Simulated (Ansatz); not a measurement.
Consider an atomisation energy of CH7BOSi, SMILES OCB[SiH3] (Ansatz's Python interface).

The script, `tae.py`:
```python
"""Atomisation energy of CH7BOSi at the given geometry."""

from collections import Counter

import ansatz as az
from ase import Atoms


def energy(molecule, charge=0, unpaired=0):
    calc = (
        molecule.calculation()
        .basis(gaussian="pcseg-2")
        .functional("HF")
    )
    if charge:
        calc = calc.charge(charge)
    if unpaired:
        calc = calc.spin("collinear", total=unpaired)
    return calc.run(threads=1, backend="cpu").report["free_energy_ev"]


def main() -> None:
    atoms = Atoms(["O", "C", "B", "Si", "H", "H", "H", "H", "H", "H", "H"], positions=[
        (-1.3021, 1.4353, -0.9834),
        (-0.1702, 1.1919, -0.3086),
        (0.2408, -0.2968, -0.6385),
        (0.5202, -1.6014, 0.7927),
        (-1.5743, 2.4139, -0.7914),
        (-0.324, 1.3329, 0.785),
        (0.6689, 1.8833, -0.6369),
        (0.5402, -0.6007, -1.7455),
        (0.1193, -0.9751, 2.1302),
        (1.8306, -2.1106, 0.856),
        (-0.4838, -2.7298, 0.5612),
    ])
    geometry = az.Crystal.molecule_from_ase(atoms)

    # unpaired electrons of the ground-state atoms
    unpaired = {"O": 2, "C": 2, "B": 1, "Si": 2, "H": 1}
    counts = Counter(site.symbol for site in geometry.cartesian_sites)
    atom_energy = {s: energy(az.Crystal.molecule().atom(s, (0, 0, 0)), 0, unpaired[s]) for s in counts}
    whole = energy(geometry, 0, 0)
    for s, e in atom_energy.items():
        print(f"{s:2s} x{counts[s]}  {e:14.5f} eV")
    print(f"CH7BOSi: {whole:.5f} eV")
    split = sum(counts[s] * e for s, e in atom_energy.items()) - whole
    print(f"atomisation energy (no zero-point term): {split:.3f} eV, {split / sum(counts.values()):.3f} eV an atom")


if __name__ == "__main__":
    main()
```

What does it cost to take this molecule apart into atoms?

28.125 eV from the electronic energies, without the zero-point term.

What the script printed:

```console
$ python tae.py
O  x1     -2035.71309 eV
C  x1     -1025.57193 eV
B  x1      -667.47373 eV
Si x1     -7859.95751 eV
H  x7       -13.60238 eV
CH7BOSi: -11712.05773 eV
atomisation energy (no zero-point term): 28.125 eV, 2.557 eV an atom
```

What to keep in mind:
- Total energies depend on the basis set; only differences at equal settings carry meaning.
- The geometry is a force-field or estimated start, not a minimum of this method, and the basis set is short of its limit. All parts are taken at fixed geometry, without zero-point energy.
- Hartree-Fock leaves correlation out, so bond, atomisation and ionisation energies come out well too low.
- Hardware and time: 2.6 s on 1 thread of Arm Neoverse V2, with other jobs on the host, peak memory 0.41 GiB.
